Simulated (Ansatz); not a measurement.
# HfZr2Si3: the cost of one run

Computed with Ansatz 0.2.0 (DFT PBE, scalar-relativistic, plane waves, PAW, unless a step's input says otherwise).

## Step 1: The structure to begin with

Symmetry: P6/mmm, No. 191, hexagonal system. The conventional cell has a = 5.435 Å, b = 5.435 Å, c = 3.811 Å, α = 90.00°, β = 90.00°, γ = 120.00°. Zr (site symmetry -6m2) has 6 Si at 2.47 Å as nearest neighbours. Hf (site symmetry 6/mmm) has 6 Zr at 3.14 Å and 12 Si at 3.32 Å as nearest neighbours. Around Si (site symmetry mmm) lie 4 Zr at 2.47 Å and 4 Si at 2.72 Å and 4 Hf at 3.32 Å.

Coordinates:

```cif
data_structure
_symmetry_space_group_name_H-M 'P6/mmm'
_symmetry_Int_Tables_number 191
_cell_length_a 5.4348
_cell_length_b 5.4348
_cell_length_c 3.8109
_cell_angle_alpha 90.000
_cell_angle_beta 90.000
_cell_angle_gamma 120.000
_cell_volume 97.48
loop_
_atom_site_label
_atom_site_type_symbol
_atom_site_symmetry_multiplicity
_atom_site_Wyckoff_symbol
_atom_site_fract_x
_atom_site_fract_y
_atom_site_fract_z
_atom_site_occupancy
Zr1 Zr 2 c 0.33333 0.66667 0.00000 1
Hf1 Hf 1 a 0.00000 0.00000 0.00000 1
Si1 Si 3 g 0.50000 0.00000 0.50000 1
```

The cell is invented: species swapped into a database cell of LaAl2Pt3 (P6/mmm, No. 191), with Hf on the La sites, Zr on the Al sites and Si on the Pt sites. Its size is a rough estimate.

## Step 2: Probe: one point on a coarse mesh

Input file input.yaml:

```yaml
crystal:
  lattice:
    - [5.43480377, 0.0, 0.0]
    - [-2.71740188, 4.70667813, 0.0]
    - [0.0, 0.0, 3.81090173]
  atoms:
    - { symbol: Zr, position: [0.33333333, 0.66666667, 0.0] }
    - { symbol: Zr, position: [0.66666667, 0.33333333, 0.0] }
    - { symbol: Hf, position: [0.0, 0.0, 0.0] }
    - { symbol: Si, position: [0.5, 0.0, 0.5] }
    - { symbol: Si, position: [0.0, 0.5, 0.5] }
    - { symbol: Si, position: [0.5, 0.5, 0.5] }
basis:
  ecutwfc: 420
kpoints:
  mp_grid: { grid: [6, 6, 4] }
hamiltonian:
  xc: pbe
scf:
  occupations: { method: gaussian, width: 0.1 }
  lower_state_search: "off"
output:
  forces: true
  stress: true
  eigenvalues: true
```

Run with:

```sh
$ ansatz run input.yaml --threads 1 --pin off --max-ram 2560MiB --backend cpu --events-out ev --progress --plain --runs-dir out
```

**Question.** How long does this run take on 1 thread of Arm Neoverse V2, shared host, and how much memory does it need?

About 4.6 s, with a peak of 0.4 GiB.
